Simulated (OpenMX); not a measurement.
**Hf2Pd2Se2Br2O3 under changes of volume**

One of the cells (20.365 Å³/atom); the others are scaled copies at fixed shape and fractional positions:

```
CELL_PARAMETERS angstrom
5.76069 0.00496 -0.00286
-0.52750 5.84664 0.03413
-1.48435 -0.92642 6.64586
ATOMIC_POSITIONS crystal
Hf 0.74540 0.39602 0.34989
Hf 0.28763 0.45322 0.59401
Pd 0.90854 0.13294 0.84849
Pd 0.25249 0.90323 0.35874
Se 0.63469 0.40355 0.93716
Se 0.62597 0.78174 0.53023
Br 0.85273 0.99089 0.15355
Br 0.22526 0.82084 0.86223
O 0.96040 0.28925 0.59026
O 0.43233 0.24524 0.40864
O 0.07457 0.58308 0.36682
```

The cell was built by a generator and needn't be a form met in nature.

* Program: OpenMX 3.8.5
* Functional: LDA
* Potentials or basis: OpenMX 2013 LDA set, Hf7.0-s3p2d2f1, Pd7.0-s3p2d2, Se7.0-s3p2d2, Br7.0-s3p2d2, O6.0-s2p2d1, fixed grid of 70 × 70 × 80 points
* k mesh: 5 × 5 × 5
* Occupations: fermi-dirac, width 0.05 eV
* Spin: no spin polarisation

```tsv
volume (Å³/atom)	energy over the lowest point (meV/atom)	largest force (eV/Å)
19.550	0.00	0.628
19.957	9.84	0.629
20.365	24.75	0.897
20.772	44.17	1.156
21.179	?	?
```

Problem. What does the run at 21.179 Å³/atom give?

Solution. Energy over the lowest point 67.57 meV/atom; largest force 1.397 eV/Å.

Worked out: A Birch-Murnaghan fit of order 2 (a polynomial in V^(-2/3)) to the other rows has its minimum at 19.06 Å³/atom, just outside them, with B0 = V·E''(V) = 117 GPa at fixed shape and positions, which overstates the stiffness. It gives 67.66 meV/atom at 21.179 Å³/atom, against the run's 67.57.

Energies are extrapolated to zero smearing.

Caveats: the basis of atomic orbitals isn't converged, which shifts pressures, moduli and gaps; forces of over 1 eV/Å show positions far from the minimum, so gaps and moduli don't describe the material at rest (some runs).
